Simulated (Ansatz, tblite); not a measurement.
**The cluster Ca₂F₄: rung by rung**

An exercise on one series of results from a longer session: the logs are not shown, and one member is left open.

Method: as each input shows; program: Ansatz 0.2.0, Gaussian basis.

The runs, in order: GFN1-xTB, GFN2-xTB, PBE-D4/def2-TZVP, r2SCAN-D4/def2-TZVP, ωB97X-V/def2-TZVP, BLYP-D4/def2-TZVP, B97M-V/def2-TZVP, PBE-QIDH/def2-TZVP, ωB97M-V/def2-TZVP, LDA/def2-TZVP, HF/def2-TZVP, PBE-D4/def2-SVP, PBE0-D4/def2-SVP, PBE0-D4/def2-TZVPD, PBE-D4/def2-TZVPD, r2SCAN-D4/def2-TZVPD, CCSD(T)/def2-SVP, MP2/def2-TZVP, RPA/def2-TZVP.

2 further runs of the same task are left out: 2 set aside as unsound or not needed. Runs told in other sessions of the task aren't counted.

## The structure

The singlet was relaxed beforehand with PBE-D4/def2-SVP. At that level it is the lowest of the isomers that a small search found.

6 atoms, charge 0, spin multiplicity 1.

Bond lengths: Ca1–F3 2.169 Å, Ca1–F4 2.169 Å, Ca1–F6 1.978 Å, Ca2–F3 2.169 Å, Ca2–F4 2.169 Å, Ca2–F5 1.978 Å. Angles: F3–Ca1–F4 78.7°, F3–Ca1–F6 140.6°, F4–Ca1–F6 140.6°, F3–Ca2–F4 78.7°, F3–Ca2–F5 140.6°, F4–Ca2–F5 140.6°, Ca1–F3–Ca2 101.3°, Ca1–F4–Ca2 101.3°.

PBE0-D4/def2-TZVP was run before; its log isn't repeated, and its numbers join the tables.

The first run:

Tight binding, by tblite at 300 K electronic temperature and without a spin-polarisation term:

```python
tblite.interface.Calculator('GFN1-xTB', numbers, positions, charge=0, uhf=0).singlepoint()
```

Tight binding, by tblite at 300 K electronic temperature and without a spin-polarisation term:

```python
tblite.interface.Calculator('GFN2-xTB', numbers, positions, charge=0, uhf=0).singlepoint()
```

start.molden holds the orbitals of an earlier run on this state, given as this run's starting guess.

Input file in.yaml:

```yaml
crystal:
  periodic: [false, false, false]
  atoms:
    - {symbol: Ca, position_ang: [0.633889, 0.866716, -1.288512]}
    - {symbol: Ca, position_ang: [-0.636494, -0.864675, 1.288540]}
    - {symbol: F, position_ang: [0.666767, 0.820432, 0.879597]}
    - {symbol: F, position_ang: [-0.669105, -0.818473, -0.880019]}
    - {symbol: F, position_ang: [-1.415624, -1.861788, 2.808985]}
    - {symbol: F, position_ang: [1.420567, 1.857788, -2.808592]}
basis:
  gaussian: {orbitals: def2-TZVP, initial_orbitals: start.molden}
hamiltonian: {xc: pbe, dispersion: d4}
scf: {omitted_lower_state_checks: [starts]}
output: {orbitals: {seedname: orbitals}}
```

Run with:

```console
$ ansatz run in.yaml --threads 4 --pin off --events-out ev --progress --plain --max-ram 3916MiB
```

Among the steps run: PBE-D4/def2-TZVP; r2SCAN-D4/def2-TZVP; ωB97X-V/def2-TZVP; BLYP-D4/def2-TZVP; B97M-V/def2-TZVP; PBE-QIDH/def2-TZVP; ωB97M-V/def2-TZVP; LDA/def2-TZVP; HF/def2-TZVP; PBE-D4/def2-SVP; PBE0-D4/def2-SVP; PBE0-D4/def2-TZVPD; PBE-D4/def2-TZVPD; r2SCAN-D4/def2-TZVPD; CCSD(T)/def2-SVP; MP2/def2-TZVP; RPA/def2-TZVP.

One of the session's tables, all rows but one given; the rest of the session is left out.

It belongs to the step «Levels side by side». 

```
               level  HOMO (eV)  LUMO (eV)  gap (eV)
        HF/def2-TZVP     -14.19       0.16     14.35
       LDA/def2-TZVP      -7.68      -2.49      5.19
     PBE-D4/def2-SVP      -7.11      -2.33      4.78
    PBE-D4/def2-TZVP      -7.38      -2.37      5.01
   PBE-D4/def2-TZVPD      -7.42      -2.35      5.07
   BLYP-D4/def2-TZVP      -7.34      -2.41      4.92
 r2SCAN-D4/def2-TZVP      -7.73      -1.76      5.98
r2SCAN-D4/def2-TZVPD      -7.75      -1.70      6.05
    B97M-V/def2-TZVP      -7.80      -2.16      5.64
    PBE0-D4/def2-SVP      -8.99      -1.67      7.33
   PBE0-D4/def2-TZVP          ?          ?         ?
  PBE0-D4/def2-TZVPD      -9.25      -1.65      7.60
   ωB97X-V/def2-TZVP     -11.81      -0.15     11.66
   ωB97M-V/def2-TZVP     -11.80      -0.73     11.06
```

Estimate the missing values for PBE0-D4/def2-TZVP.

The run gave: HOMO (eV): -9.23; LUMO (eV): -1.69; gap (eV): 7.55. In the column «HOMO (eV)» it lies between PBE0-D4/def2-TZVPD (-9.25) and PBE0-D4/def2-SVP (-8.99).
